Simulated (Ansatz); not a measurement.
# Be2Ge: the cost of one run

Method: reference: DFT, HSE06, plane waves, PAW, in Ansatz 0.2.0.

5 further runs of the same task are left out: 1 for a known fault of the program, 4 that didn't finish.

**1. The system as given**

The structure is cubic, space group Fm-3m (No. 225). Conventional cell: a = 5.357 Å, b = 5.357 Å, c = 5.357 Å, α = 90.00°, β = 90.00°, γ = 90.00°. Around Ge (site symmetry m-3m) lie 8 Be at 2.32 Å. Be (site symmetry -43m) has 4 Ge at 2.32 Å as nearest neighbours.

Coordinates:

```
Ge Be
1.0
     0.00000    2.67830    2.67830
     2.67830    0.00000    2.67830
     2.67830    2.67830    0.00000
Ge Be
1 2
Cartesian
  0.0000 0.0000 0.0000
  1.3392 1.3392 1.3392
  4.0175 4.0175 4.0175
```

**2. Baseline**

input.yaml

```yaml
crystal:
  lattice:
    - [0.0, 2.6783040144, 2.6783040144]
    - [2.6783040144, 0.0, 2.6783040144]
    - [2.6783040144, 2.6783040144, 0.0]
  atoms:
    - { symbol: Ge, position: [0.0, 0.0, 0.0] }
    - { symbol: Be, position: [0.25, 0.25, 0.25] }
    - { symbol: Be, position: [0.75, 0.75, 0.75] }
kpoints:
  mp_grid: { grid: [4, 4, 4] }
hamiltonian:
  xc: hse06
scf:
  occupations: { method: fermi_dirac, width: 0.02 }
  n_extra_bands: 4
output:
  forces: true
  stress: true
  eigenvalues: true
  write_density: true
  write_potential: true
  elf: true
  volumetric_format: npy
```

Launch:

```sh
$ ansatz run input.yaml --threads 4 --pin off --max-ram 3686MiB --backend cpu --events-out ev --progress --plain --runs-dir out
```

Q: Estimate wall time and peak memory on 4 threads of an x86-64 CPU, shared host.

About 8.9 s, with a peak of 0.59 GiB.
